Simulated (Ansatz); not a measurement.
# Hf2Pd2Se2Br2O3 in Ansatz: convergence with k mesh

Input of the first run (k mesh 3 × 3 × 1); the others differ in this setting and in those tied to it:

The input input.yaml:

```yaml
crystal:
  lattice:
    - [3.72613, 0.0, 0.0]
    - [-1.86306, 3.22692, 0.0]
    - [0.0, 0.0, 17.00867]
  atoms:
    - { symbol: Hf, position: [0.66667, 0.33333, 0.93385] }
    - { symbol: Hf, position: [0.33333, 0.66667, 0.06615] }
    - { symbol: Pd, position: [0.0, 0.0, 0.30298] }
    - { symbol: Pd, position: [0.0, 0.0, 0.69702] }
    - { symbol: Se, position: [0.33333, 0.66667, 0.22649] }
    - { symbol: Se, position: [0.66667, 0.33333, 0.77351] }
    - { symbol: Br, position: [0.66667, 0.33333, 0.39862] }
    - { symbol: Br, position: [0.33333, 0.66667, 0.60138] }
    - { symbol: O, position: [0.33333, 0.66667, 0.92689] }
    - { symbol: O, position: [0.66667, 0.33333, 0.07311] }
    - { symbol: O, position: [0.0, 0.0, 0.0] }
hamiltonian:
  xc: pbe
  pseudopotentials: { kind: paw }
kpoints:
  mp_grid: { grid: [3, 3, 1] }
scf:
  occupations: { method: fermi_dirac, width: 0.05 }
output:
  forces: true
  stress: true
  eigenvalues: true
```

Potentials or basis: Ansatz PAW.

Launch:

```sh
$ ansatz run input.yaml --threads 8 --pin off --max-ram 20480MiB --backend cpu --events-out ev --progress --plain --runs-dir out
```

The cell was built by a generator and needn't be a form met in nature.

Hardware: 8 threads of AMD EPYC 7R43 64-Core Processor (Zen 3), with other jobs on the host.

The values tried are 3 × 3 × 1, 4 × 4 × 1, 5 × 5 × 1, 6 × 6 × 2, 7 × 7 × 2, 9 × 9 × 2, 11 × 11 × 3, 13 × 13 × 3, loosest first. From which on does the pressure stay within 0.1 GPa of the tightest run that finished?

From 5 × 5 × 1 on.

```tsv
k mesh	energy less the tightest run, at zero smearing (meV/atom)	pressure (GPa)	largest force (eV/Å)	SCF cycles	CPU time (s)	peak memory (GiB)
3 × 3 × 1	-16.35	0.27	0.349	11	9.4	0.67
4 × 4 × 1	-18.45	-0.27	0.151	10	12	0.72
5 × 5 × 1	-1.14	-0.02	0.129	11	13	0.78
6 × 6 × 2	1.74	0.02	0.077	13	28	1.2
7 × 7 × 2	0.41	0.02	0.033	13	31	1.2
9 × 9 × 2	-0.58	-0.02	0.040	12	40	1.3
11 × 11 × 3	-0.08	0.01	0.022	12	64	1.4
13 × 13 × 3	0.00	0.01	0.008	12	85	1.5
```

Against the tightest run, the energy stays within 1 meV/atom from 7 × 7 × 2 on. Not settled before the last step: the largest force (to 0.005 eV/Å). Meshes of other sizes hit other points, so gaps and Fermi surfaces needn't settle smoothly. The tightest run that finished is the yardstick and may itself not be fully converged.

Caveat, for the tightest run too: this functional lacks dispersion, which binds the layers, so the pressure and a relaxed spacing across them are unreliable. The run has no spin-orbit coupling, so splittings on Hf are missing.
